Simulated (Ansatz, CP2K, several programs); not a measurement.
Energy against volume for LiH (started from an entry of an open crystallographic database) with hydrogen sites as listed, at fixed shape and fractional coordinates, computed by several methods (PBE and r2SCAN, where shown, with plane waves in Ansatz); the cell shown is that of r2SCAN+rVV10. The symmetry is Fm-3m (No. 225, cubic); a = 3.997 Å in the conventional setting, 7.98 Å³ an atom. Li has 6 H at 2.00 Å; H has 6 Li at 2.00 Å. (Simulation; spin polarisation is off.) Energies count from each curve's lowest point; fits are third-order Birch-Murnaghan.

```yaml
crystal:
  lattice:
    - [0.00000, 1.99847, 1.99847]
    - [1.99847, 0.00000, 1.99847]
    - [1.99847, 1.99847, 0.00000]
  atoms:
    - { symbol: Li, position: [0.00000, 0.00000, 0.00000] }
    - { symbol: H, position: [0.50000, 0.50000, 0.50000] }
```

Problem. PBE/DZVP (CP2K), on the shape of the cell shown, gives

| V (Å³/atom) | E (meV/atom) |
| --- | --- |
| 7.024 | 12.11 |
| 7.503 | 1.64 |
| 7.982 | 0.00 |
| 8.461 | 5.11 |
| 8.939 | 15.44 |

What equilibrium volume and bulk modulus follow?

Solution. V₀ = 7.84 Å³ an atom and B₀ = 40 GPa.

Problem. PBE/SZV (CP2K), on the shape of the cell shown, gives
```csv
V (Å³/atom),E (meV/atom)
7.024,19.53
7.503,4.58
7.982,0.00
8.461,3.30
8.939,12.67
```
What equilibrium volume and bulk modulus follow?

Solution. V₀ = 8.00 Å³ an atom and B₀ = 43 GPa.

light PBE (260 eV and a coarse mesh), on the shape of the cell shown:

| V (Å³/atom) | E (meV/atom) |
| --- | --- |
| 7.343 | 12.74 |
| 7.662 | 3.90 |
| 7.982 | 0.00 |
| 8.301 | 0.79 |
| 8.620 | 4.06 |
| 8.939 | 6.33 |

The points scatter about the fit by more than 0.3 meV an atom, since at so low a cutoff the number of plane waves jumps with the volume, so no fit is quoted.
